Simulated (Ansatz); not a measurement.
# CH3Cl3OTi: how energies converge with the basis set

An exercise on one series of results from a longer session: the logs are not shown, and one member is left open.

Computed with Ansatz 0.2.0, Gaussian basis. Level: one geometry, several basis sets.

Plan: PBE0-D4/def2-SVP; ωB97M-V/def2-SVP; PBE0-D4/def2-QZVPP; ωB97M-V/def2-QZVPP; the functionals' def2-TZVPP values are taken from earlier runs.

### The relaxed structure

An earlier PBE0-D4 in a triple-zeta def2 set relaxation fixed the geometry.

SMILES `C[O][Ti]([Cl])([Cl])[Cl]`, 9 atoms, charge 0, spin multiplicity 1.

Atoms are counted from 1 here; the program's logs count them from 0.

Bond lengths: C1–O2 1.395 Å, C1–H7 1.093 Å, C1–H8 1.093 Å, C1–H9 1.093 Å, O2–Ti3 1.719 Å, Ti3–Cl4 2.187 Å, Ti3–Cl5 2.187 Å, Ti3–Cl6 2.187 Å. Angles: O2–C1–H7 109.4°, O2–C1–H8 109.4°, O2–C1–H9 109.4°, H7–C1–H8 109.5°, H7–C1–H9 109.5°, H8–C1–H9 109.5°, C1–O2–Ti3 179.9°, O2–Ti3–Cl4 108.6°, O2–Ti3–Cl5 108.6°, O2–Ti3–Cl6 108.6°, Cl4–Ti3–Cl5 110.3°, Cl4–Ti3–Cl6 110.3°, Cl5–Ti3–Cl6 110.3°.

The first run:

Input file in.yaml:

```yaml
crystal:
  periodic: [false, false, false]
  atoms:
    - {symbol: C, position_ang: [0.275865, -1.394594, 0.847478]}
    - {symbol: O, position_ang: [0.051308, -0.220714, 0.128872]}
    - {symbol: Ti, position_ang: [-0.225985, 1.226770, -0.755204]}
    - {symbol: Cl, position_ang: [-1.893958, 0.895580, -2.130840]}
    - {symbol: Cl, position_ang: [1.590048, 1.723123, -1.868683]}
    - {symbol: Cl, position_ang: [-0.711910, 2.824906, 0.657091]}
    - {symbol: H, position_ang: [1.296845, -1.740308, 0.668957]}
    - {symbol: H, position_ang: [-0.431270, -2.161099, 0.521557]}
    - {symbol: H, position_ang: [0.137558, -1.200064, 1.913671]}
basis:
  gaussian: {orbitals: def2-SVP}
hamiltonian: {xc: pbe0, dispersion: d4}
output: {orbitals: {seedname: orbitals}}
```

Started as:

```bash
ansatz run in.yaml --threads 4 --pin off --events-out ev --progress --plain --max-ram 11315MiB
```

Among the steps run: PBE0-D4 in def2-SVP; ωB97M-V in def2-SVP; PBE0-D4 in def2-QZVPP; ωB97M-V in def2-QZVPP.

One of the session's tables, all rows but one given; the rest of the session is left out.

It belongs to the step «Density functionals: the series». 

```
functional       basis  HOMO (eV)  LUMO (eV)
   PBE0-D4    def2-SVP          ?          ?
   PBE0-D4  def2-TZVPP      -9.06      -2.91
   PBE0-D4  def2-QZVPP      -9.09      -2.93
   ωB97M-V    def2-SVP     -11.02      -0.75
   ωB97M-V  def2-TZVPP     -11.24      -0.78
   ωB97M-V  def2-QZVPP     -11.28      -0.83
```

**Question.** Estimate the row for PBE0-D4, def2-SVP.

**Answer.** HOMO (eV): -8.90; LUMO (eV): -2.92. In the column «HOMO (eV)» it is the highest.
